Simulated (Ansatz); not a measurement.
LiPb:

```
Pb Li
1.0
     3.52200    0.00000    0.00000
     0.00000    3.52200    0.00000
     0.00000    0.00000    3.52200
Pb Li
1 1
Direct
  0.00000 0.00000 0.00000
  0.50000 0.50000 0.50000
```

```yaml
Program: Ansatz 0.2.0
Task: relaxation of cell and atoms
Functional: RPBE
Potentials_or_basis: Ansatz PAW
Cutoff: "420 eV (not typed: the program's choice for these potentials)"
k_mesh: 8 × 8 × 8
Occupations: fermi-dirac, width 0.05 eV
Spin: no spin polarisation
```

At the start: volume 21.84 Å³/atom.

Task: How do energy, volume and symmetry change on relaxing?

Result: It ends after 5 steps and the volume is 23.80 Å³/atom (+8.9 %); space group Pm-3m (No. 221, to 0.05 Å).

Step by step:
| step | energy change (eV) | largest force (eV/Å) | volume (Å³) |
| --- | --- | --- | --- |
| 1 | 0.0000 | 0.0000 | 43.69 |
| 2 | -0.0313 | 0.0000 | 48.52 |
| 3 | -0.0329 | 0.0000 | 47.72 |
| 4 | -0.0330 | 0.0000 | 47.59 |
| 5 | -0.0333 | 0.0000 | 47.59 |

Final structure:
```xyz
2
Lattice="3.6240 0.0000 0.0000 0.0000 3.6240 0.0000 0.0000 0.0000 3.6240" Properties=species:S:1:pos:R:3 pbc="T T T"
Pb    0.0000    0.0000    0.0000
Li    1.8120    1.8120    1.8120
```

Caveat: the plane-wave basis is chosen anew once the cell has moved, so the energies of steps on either side of that aren't comparable; the PAW data sets come from PBE, with cores solved anew for the run's functional, which leaves a small shift of forces and pressure.
